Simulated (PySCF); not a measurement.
# P²⁺: dipole response in x2c-QZVPPall plus 1 even-tempered diffuse shell per l

Aim: the static polarisability and the C₆ coefficient of P²⁺, method by method.

The numbers are computed with PySCF 2.14.0 (unrestricted determinants in a Gaussian basis, no spin-orbit coupling in the energies), except any that are marked as measured or tabulated.

## Step 1: What is computed

| Quantity | Value |
| --- | --- |
| Element | phosphorus (Z = 15) |
| Basis | x2c-QZVPPall with one added diffuse shell each of s, p, d, f type (10s7p5d3f1g, 86 functions) |
| Hamiltonian | scalar relativity by spin-free X2C-1e |
| State 1 | P²⁺: [Ne] 3s2 3p1, 2P determinant |
| Methods | UHF, PBE, PBE0, wB97X-V |

Outer shells as boxes (Hund's rule):

P2+ [Ne] 3s2 3p1
```
[Ne] core
3s [↑↓]
3p [↑ ][  ][  ]
```

One driver process ran all states and methods and kept the integrals in memory. Each run is shown as a PySCF script that sums up its settings (the driver passes frozen orbitals as a list and adds second-order terms of double hybrids); the logs are those of the runs themselves. The driver starts from symmetry-adapted Hartree-Fock orbitals, holds the occupation by maximum overlap and uses a logarithmic radial grid for functionals, so a plain start would take other cycles.

The integrals over 86 functions and the set-up took 0.39 s of CPU time.

## Step 2: P²⁺, method by method

UHF:

input.py

```python
from pyscf import gto, scf, dft, mp, cc
import basis_set_exchange as bse
mol = gto.M(atom="P 0 0 0", charge=2, spin=1, symmetry="D2h",
            basis=gto.basis.parse(bse.get_basis("x2c-QZVPPall", elements=["P"], fmt="nwchem", augment_diffuse=1)),
            nucmod="G")
mf = scf.UHF(mol).sfx2c1e()
mf.irrep_nelec = {'Ag': (3, 3), 'B1u': (1, 1), 'B2u': (2, 1), 'B3u': (1, 1)}
mf.kernel()
```

Log:

```text
damping factor = 0
level_shift factor = 0
DIIS = <class 'pyscf.scf.diis.CDIIS'>
diis_start_cycle = 1
diis_space = 10
diis_damp = 0
SCF conv_tol = 1e-09
SCF conv_tol_grad = None
number electrons alpha = 7  beta = 6
cycle= 1 E= -340.4685447551  delta_E= -0.00466  |g|= 0.0274  |ddm|= 0.0472
cycle= 2 E= -340.46928779901  delta_E= -0.000743  |g|= 0.0114  |ddm|= 0.0184
cycle= 3 E= -340.469441925127  delta_E= -0.000154  |g|= 0.000525  |ddm|= 0.0129
cycle= 4 E= -340.469442149202  delta_E= -2.24e-07  |g|= 7.77e-05  |ddm|= 0.000698
cycle= 5 E= -340.469442154149  delta_E= -4.95e-09  |g|= 1.76e-05  |ddm|= 0.000135
cycle= 6 E= -340.469442154383  delta_E= -2.33e-10  |g|= 3.6e-06  |ddm|= 3.46e-05
converged SCF energy = -340.469442154383  <S^2> = 0.76361646  2S+1 = 2.0135704
```

CPU time 11 s on a shared host, the integrals not counted.

Orbital energies by shell (radii are means over both spins):

| shell | electrons | mean orbital energy (eV) | spread (eV) | rms radius (bohr) |
| --- | --- | --- | --- | --- |
| 1s α | 1 | -2206.9 | 0 | 0.120 |
| 1s β | 1 | -2206.6 | 0 | 0.120 |
| 2s α | 1 | -229.51 | 0 | 0.559 |
| 2s β | 1 | -229.23 | 0 | 0.559 |
| 2p α | 3 | -171.07 | 0.543 | 0.539 |
| 2p β | 3 | -170.53 | 0.642 | 0.539 |
| 3s α | 1 | -40.158 | 0 | 1.89 |
| 3s β | 1 | -37.173 | 0 | 1.89 |
| 3p α | 1 | -29.978 | 0 | 2.13 |

⟨S²⟩ = 0.764, ⟨L²⟩ = 2.04.

The driver then solved the coupled dipole response at imaginary frequencies: mean α = 9.521 bohr³ (xx, yy, zz: 9.755, 9.053, 9.755), C₆ = 34.93 au for a like pair.

PBE:

Changes to input.py:

```diff
@@ -5,3 +5,3 @@
             nucmod="G")
-mf = scf.UHF(mol).sfx2c1e()
+mf = dft.UKS(mol, xc="PBE").sfx2c1e()
 mf.irrep_nelec = {'Ag': (3, 3), 'B1u': (1, 1), 'B2u': (2, 1), 'B3u': (1, 1)}
```

Log:

```text
damping factor = 0
level_shift factor = 0
DIIS = <class 'pyscf.scf.diis.CDIIS'>
diis_start_cycle = 1
diis_space = 10
diis_damp = 0
SCF conv_tol = 1e-09
SCF conv_tol_grad = None
number electrons alpha = 7  beta = 6
XC functionals = PBE
    J. P. Perdew, K. Burke, and M. Ernzerhof.,  Phys. Rev. Lett. 77, 3865 (1996)
    J. P. Perdew, K. Burke, and M. Ernzerhof.,  Phys. Rev. Lett. 78, 1396 (1997)
    J. P. Perdew, K. Burke, and M. Ernzerhof.,  Phys. Rev. Lett. 77, 3865 (1996)
    J. P. Perdew, K. Burke, and M. Ernzerhof.,  Phys. Rev. Lett. 78, 1396 (1997)
cycle= 1 E= -340.830434734228  delta_E= -0.0102  |g|= 0.0162  |ddm|= 0.131
cycle= 2 E= -340.83050111764  delta_E= -6.64e-05  |g|= 0.00667  |ddm|= 0.0111
cycle= 3 E= -340.83050528051  delta_E= -4.16e-06  |g|= 0.000797  |ddm|= 0.00206
cycle= 4 E= -340.830505564995  delta_E= -2.84e-07  |g|= 6.15e-05  |ddm|= 0.00062
cycle= 5 E= -340.830505567216  delta_E= -2.22e-09  |g|= 1.15e-05  |ddm|= 8.38e-05
cycle= 6 E= -340.83050556724  delta_E= -2.46e-11  |g|= 4.9e-07  |ddm|= 9.04e-06
converged SCF energy = -340.83050556724  <S^2> = 0.75381292  2S+1 = 2.0038093
```

It used 6.5 s of CPU time after the integrals (shared host).

The driver then solved the coupled dipole response at imaginary frequencies: mean α = 9.152 bohr³ (xx, yy, zz: 9.309, 8.837, 9.309), C₆ = 32.96 au for a like pair.

PBE0:

Changes to input.py:

```diff
@@ -5,3 +5,3 @@
             nucmod="G")
-mf = dft.UKS(mol, xc="PBE").sfx2c1e()
+mf = dft.UKS(mol, xc="PBE0").sfx2c1e()
 mf.irrep_nelec = {'Ag': (3, 3), 'B1u': (1, 1), 'B2u': (2, 1), 'B3u': (1, 1)}
```

Log:

```text
damping factor = 0
level_shift factor = 0
DIIS = <class 'pyscf.scf.diis.CDIIS'>
diis_start_cycle = 1
diis_space = 10
diis_damp = 0
SCF conv_tol = 1e-09
SCF conv_tol_grad = None
number electrons alpha = 7  beta = 6
XC functionals = PBE0
    C. Adamo and V. Barone.,  J. Chem. Phys. 110, 6158 (1999)
    M. Ernzerhof and G. E. Scuseria.,  J. Chem. Phys. 110, 5029 (1999)
cycle= 1 E= -340.855669657601  delta_E= -0.00664  |g|= 0.0141  |ddm|= 0.104
cycle= 2 E= -340.855795717713  delta_E= -0.000126  |g|= 0.00367  |ddm|= 0.0102
cycle= 3 E= -340.855803527888  delta_E= -7.81e-06  |g|= 0.00122  |ddm|= 0.00257
cycle= 4 E= -340.855804066788  delta_E= -5.39e-07  |g|= 8.62e-05  |ddm|= 0.000759
cycle= 5 E= -340.855804071168  delta_E= -4.38e-09  |g|= 1.73e-06  |ddm|= 8.17e-05
cycle= 6 E= -340.85580407117  delta_E= -2.05e-12  |g|= 1.14e-07  |ddm|= 3.63e-06
converged SCF energy = -340.85580407117  <S^2> = 0.7552791  2S+1 = 2.0052722
```

CPU time 15 s on a shared host, the integrals not counted.

The driver then solved the coupled dipole response at imaginary frequencies: mean α = 9.221 bohr³ (xx, yy, zz: 9.410, 8.841, 9.410), C₆ = 33.33 au for a like pair.

wB97X-V:

Changes to input.py:

```diff
@@ -5,3 +5,3 @@
             nucmod="G")
-mf = dft.UKS(mol, xc="PBE0").sfx2c1e()
+mf = dft.UKS(mol, xc="WB97X_V").sfx2c1e()
 mf.irrep_nelec = {'Ag': (3, 3), 'B1u': (1, 1), 'B2u': (2, 1), 'B3u': (1, 1)}
```

Log:

```text
damping factor = 0
level_shift factor = 0
DIIS = <class 'pyscf.scf.diis.CDIIS'>
diis_start_cycle = 1
diis_space = 10
diis_damp = 0
SCF conv_tol = 1e-09
SCF conv_tol_grad = None
number electrons alpha = 7  beta = 6
XC functionals = WB97X_V
    N. Mardirossian and M. Head-Gordon.,  Phys. Chem. Chem. Phys. 16, 9904-9924 (2014)
NLC functional = WB97X_V
cycle= 1 E= -340.93805369041  delta_E= -0.00597  |g|= 0.017  |ddm|= 0.0928
cycle= 2 E= -340.93822311178  delta_E= -0.000169  |g|= 0.00481  |ddm|= 0.0128
cycle= 3 E= -340.938240299908  delta_E= -1.72e-05  |g|= 0.00165  |ddm|= 0.00362
cycle= 4 E= -340.938241811202  delta_E= -1.51e-06  |g|= 0.000224  |ddm|= 0.00114
cycle= 5 E= -340.938241853056  delta_E= -4.19e-08  |g|= 1.16e-05  |ddm|= 0.000232
cycle= 6 E= -340.938241853137  delta_E= -8.19e-11  |g|= 1.13e-06  |ddm|= 2.05e-05
converged SCF energy = -340.938241853137  <S^2> = 0.75378549  2S+1 = 2.0037819
```

It used 26 s of CPU time after the integrals (shared host).

The driver then solved the coupled dipole response at imaginary frequencies: mean α = 9.294 bohr³ (xx, yy, zz: 9.503, 8.877, 9.503), C₆ = 33.73 au for a like pair.

Radial density 4πr²ρ of P²⁺ at UHF:

| r (bohr) | density | spin density |
| --- | --- | --- |
| 0.00204 | 0.124 | 0.000 |
| 0.00343 | 0.326 | 0.000 |
| 0.00577 | 0.836 | 0.000 |
| 0.00971 | 2.05 | 0.000 |
| 0.0163 | 4.67 | 0.000 |
| 0.0275 | 9.34 | 0.000 |
| 0.0462 | 15.0 | 0.003 |
| 0.0777 | 17.0 | 0.013 |
| 0.131 | 12.5 | 0.049 |
| 0.220 | 11.6 | 0.114 |
| 0.370 | 16.1 | 0.105 |
| 0.622 | 9.10 | -0.008 |
| 1.05 | 2.22 | 0.254 |
| 1.76 | 1.88 | 0.595 |
| 2.96 | 0.398 | 0.176 |
| 4.98 | 0.00569 | 0.004 |

## Step 3: The response side by side

P²⁺, in atomic units:

| method | mean α | C₆ (like pair) | S(−4) |
| --- | --- | --- | --- |
| UHF | 9.521 | 34.93 | 39.76 |
| PBE | 9.152 | 32.96 | 35.81 |
| PBE0 | 9.221 | 33.33 | 36.43 |
| wB97X-V | 9.294 | 33.73 | 36.98 |

α(iu) at wB97X-V:

| u (hartree) | α(iu) (bohr³) |
| --- | --- |
| 0 | 9.294 |
| 0.0500 | 9.203 |
| 0.100 | 8.940 |
| 0.200 | 8.031 |
| 0.300 | 6.883 |
| 0.500 | 4.765 |
| 0.750 | 3.025 |
| 1.00 | 2.037 |
| 1.50 | 1.100 |
| 2.00 | 0.7012 |
| 3.00 | 0.3779 |
| 5.00 | 0.1818 |

## Step 4: Outcome

```
quantity                             value
α of P²⁺  9.152 (PBE) to 9.521 (UHF) bohr³
```

What this shows: A single London oscillator with the computed α and C₆ of P²⁺ at UHF would have ω = 4 C₆ / (3 α²) = 0.514 hartree. All values hold for this basis alone; no basis-set limit was taken.
